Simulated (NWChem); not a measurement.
# N2H4 (SMILES NN): HF/6-31G(d) (spherical functions)

Aim: the electronic atomisation energy of N2H4 at HF/6-31G* (spherical functions), from 3 runs. 

The calculation is run with NWChem 7.3.0.

2 further runs of the same task are left out: 1 that didn't finish, 1 set aside as unsound or not needed.

## Step 1: The structure to begin with

N2H4: 6 atoms, total charge 0, spin state singlet. As SMILES, `NN`. Geometry: relaxed at PBE0-D4/def2-TZVP. This is one conformer, not always the lowest.

Bond lengths: N1–N2 1.415 Å, N1–H3 1.014 Å, N1–H4 1.011 Å, N2–H5 1.014 Å, N2–H6 1.011 Å. Angles: N1–N2–H5 112.7°, N1–N2–H6 108.2°, N2–N1–H3 112.7°, N2–N1–H4 108.2°, H5–N2–H6 108.3°, H3–N1–H4 108.3°.

## Step 2: A single-point energy at HF/6-31G(d) (spherical functions)

run.nw reads:

```
start run
memory 2200 mb
charge 0

geometry units angstroms noautosym nocenter noautoz
N    -0.135100   -0.701700    0.195900
N     0.447300    0.583800    0.089900
H    -1.076200   -0.737600   -0.180500
H     0.438700   -1.352200   -0.322700
H     0.103900    1.104700   -0.709700
H     0.221500    1.102900    0.927100
end

basis spherical bse
* library 6-31G*
end

scf
thresh 1e-08
maxiter 80
noprint "final vectors analysis"
end

task scf energy
```

The run is started by

```bash
nwchem run.nw > run.out
```

What it wrote:

```text
[...]
  functions       =    36
[...]
  wavefunction    = RHF
[...]
         Total SCF energy =   -111.167834271016
      One-electron energy =   -233.729464445439
      Two-electron energy =     80.727916128022
 Nuclear repulsion energy =     41.833714046401
        Time for solution =      0.8s
[...]
```

Wall time 1.4 s (1 thread of Intel Xeon Platinum 8488C (Sapphire Rapids), shared host); peak memory 0.094 GiB.

## Step 3: The H atom

nw.nw reads:

```
echo
start nw
title "H"
memory stack 880 mb heap 220 mb global 1100 mb
geometry noautosym nocenter noautoz
H      0.000000     0.000000     0.000000
end
basis "ao basis" spherical bse
* library 6-31G*
end
scf
doublet
uhf
thresh 1e-08
maxiter 80
print low
end
task scf energy
```

Run the same way, it converges to -0.49823 Eh (log not shown).

## Step 4: The N atom

run.nw reads:

```
start run
title "N energy"
memory 2200 mb
charge 0

geometry units angstroms noautosym nocenter noautoz
 N        0.000000       0.000000       0.000000
end

basis spherical bse
 * library 6-31G*
end

scf
 quartet
 uhf
 thresh 1e-08
 maxiter 80
 print low
end

task scf energy
```

Run the same way, it converges to -54.38501 Eh (log not shown).

## Step 5: What came out

At HF/6-31G* (spherical functions):

| quantity | value |
| --- | --- |
| molecule: total energy | -111.16783 Eh |
| molecule: dipole moment | 2.22 D |
| H atom: total energy | -0.49823 Eh |
| H atom: ⟨S²⟩ | 0.750 |
| N atom: total energy | -54.38501 Eh |
| N atom: ⟨S²⟩ | 3.755 |
| electronic atomisation energy | 11.018 eV |

What this shows: Taking the molecule apart into free atoms costs 11.02 eV (1063 kJ/mol), before zero-point energy and without spin-orbit coupling. Hartree–Fock lacks the correlation of the bonding pairs, which as a rule makes this value much too low; in minimal bases other errors can mask that.
